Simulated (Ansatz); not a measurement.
Write a Python script for Ansatz 0.2.0, Python API that makes an all-electron equation of state of Mo, space group P6/mmm. Level of theory (first run): LDA, LAPW, the default cutoff (343 eV here), 12×12×11 k-points, Fermi-Dirac smearing of 0.1 eV.

```
Mo
1.0
     2.73551    0.00000    0.00000
    -1.36776    2.36902    0.00000
     0.00000    0.00000    2.55518
Mo
1
Direct
  0.00000 0.00000 0.50000
```

`mo_eos_lapw.py`:
```python
'''E(V) of Mo on LAPW.'''

import ansatz as az
from ase.eos import EquationOfState
from ase.units import GPa
import numpy as np

vectors0 = np.array([
    [2.73551, 0.0, 0.0],
    [-1.367755, 2.369021, 0.0],
    [0.0, 0.0, 2.555181],
])
sites = [
    ('Mo', (0.0, 0.0, 0.5)),
]


def build(cell):
    crystal = az.Crystal(lattice=az.Lattice.of(cell))
    for symbol, position in sites:
        crystal = crystal.atom(symbol, position)
    return crystal

volumes, energies = [], []
for scale in np.linspace(0.94, 1.06, 5):
    cell = vectors0 * scale ** (1 / 3)
    job = (
        build(cell).calculation()
        .occupations(az.OccupationsMethod.FERMI_DIRAC)
        .functional('LDA')
        .kpoints(12, 12, 11)
        .pseudopotentials('all_electron', lapw=True)
    )
    data = job.run().report
    volumes.append(abs(np.linalg.det(cell)) / len(sites))
    energies.append(data['free_energy_ev'] / len(sites))
    print(f'{scale:.3f} {volumes[-1]:9.4f} A^3/atom {energies[-1]:16.5f} eV/atom  (estimated basis error {1000 * data["lapw_basis_errors"]["total_ev_per_atom"]:.2f} meV/atom)')
v0, e0, bulk = EquationOfState(volumes, energies, eos='birchmurnaghan').fit()
print(f'V0 = {v0:.4f} A^3/atom, B0 = {bulk / GPa:.1f} GPa')
```

```console
$ python mo_eos_lapw.py
0.940   15.5653 A^3/atom    -110063.93147 eV/atom  (estimated basis error 0.07 meV/atom)
0.970   16.0620 A^3/atom    -110063.93647 eV/atom  (estimated basis error 0.07 meV/atom)
1.000   16.5588 A^3/atom    -110063.91964 eV/atom  (estimated basis error 0.07 meV/atom)
1.030   17.0556 A^3/atom    -110063.88422 eV/atom  (estimated basis error 0.07 meV/atom)
1.060   17.5523 A^3/atom    -110063.83298 eV/atom  (estimated basis error 0.07 meV/atom)
V0 = 15.9170 A^3/atom, B0 = 236.3 GPa
```

A third-order Birch-Murnaghan fit through the 5 points has its minimum at 15.92 Å³ an atom, 3.9 % below the typed cell, with a bulk modulus of 236 GPa and dB/dP = 4.2. From that minimum the energy rises by 6.0 meV an atom on the compressed side and 104.4 meV on the expanded side. The window is off centre, so dB/dP is rough.

What to keep in mind:
- All-electron totals depend on functional, relativistic treatment and basis; only differences at equal settings carry meaning.
- Shape and fractional positions are held along the curve, so the bulk modulus is an upper value where they are free to relax, by a factor of two or more in layered or hydrogen-bonded cells.
- The mesh is modest for a metal, so energies can be off by several to tens of meV an atom and pressures by half a GPa or more; differences at equal mesh fare better.
- This isn't the structure that Mo takes at ambient conditions.
- Hardware and time: 43 s on 1 thread of Intel(R) Xeon(R) Processor @ 2.30GHz, with other jobs on the host, peak memory 0.48 GiB.
